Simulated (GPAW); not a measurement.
InAu3:

```
Au In
1.0
     3.16059    0.00000    0.00000
    -1.58029    2.73715    0.00000
     0.00000    0.00000    9.05757
Au In
3 1
Direct
  0.33333 0.66667 0.75160
  0.33333 0.66667 0.24840
  0.66667 0.33333 0.50000
  0.66667 0.33333 0.00000
```

The cell comes from a database or a generator and needn't be the stable form of this composition.

```yaml
Program: GPAW 26.7.0
Task: relaxation of cell and atoms
Functional: PBEsol
Dispersion: D3(BJ)
Potentials_or_basis: PAW data sets generated in the run's folder for this functional
Cutoff: 600 eV
Basis: pw
k_mesh: 6 × 6 × 2
Occupations: fermi-dirac, width 0.05 eV
Spin: no spin polarisation
```

At the start: pressure -10.8 GPa; volume 19.59 Å³/atom.

Where does the relaxation end?

Over 15 steps the energy falls by 66.3 meV/atom and the volume is 17.80 Å³/atom (-9.1 %); space group P-6m2 (No. 187, to 0.05 Å).

The path:
```tsv
step	energy change (eV)	largest force (eV/Å)	pressure (GPa)	volume (Å³)
1	0.0000	0.0106	-10.80	78.36
2	-0.0703	0.0026	-9.53	77.26
3	-0.2493	0.1066	2.69	70.28
4	-0.2594	0.0699	-0.44	71.66
5	-0.2598	0.0639	-0.06	71.48
6	-0.2601	0.0496	0.08	71.41
7	-0.2607	0.0096	0.18	71.34
8	-0.2610	0.0150	0.10	71.36
9	-0.2611	0.0257	-0.02	71.41
10	-0.2613	0.0306	-0.12	71.45
11	-0.2617	0.0364	-0.29	71.49
12	-0.2628	0.0401	-0.47	71.52
13	-0.2642	0.0330	-0.51	71.45
14	-0.2651	0.0134	-0.30	71.32
15	-0.2651	0.0029	-0.02	71.20
```

Final structure:
```cif
data_structure
_symmetry_space_group_name_H-M 'P 1'
_symmetry_Int_Tables_number 1
_cell_length_a 3.0450
_cell_length_b 3.0450
_cell_length_c 8.8674
_cell_angle_alpha 90.000
_cell_angle_beta 90.000
_cell_angle_gamma 120.000
_cell_volume 71.20
loop_
_atom_site_label
_atom_site_type_symbol
_atom_site_fract_x
_atom_site_fract_y
_atom_site_fract_z
_atom_site_occupancy
Au1 Au 0.33333 0.66667 0.75206 1
Au2 Au 0.33333 0.66667 0.24794 1
Au3 Au 0.66667 0.33333 0.50000 1
In1 In 0.66667 0.33333 0.00000 1
```

Caveat: the k mesh is coarse (spacing up to 0.38 Å⁻¹), so the values aren't converged; with this Au data set, volumes or pressures lay over 1.5 % or 2 GPa off other programs in two to four cells of ten; later steps reuse the first step's grids; pairwise dispersion overbinds metals, which lowers pressure and volume.
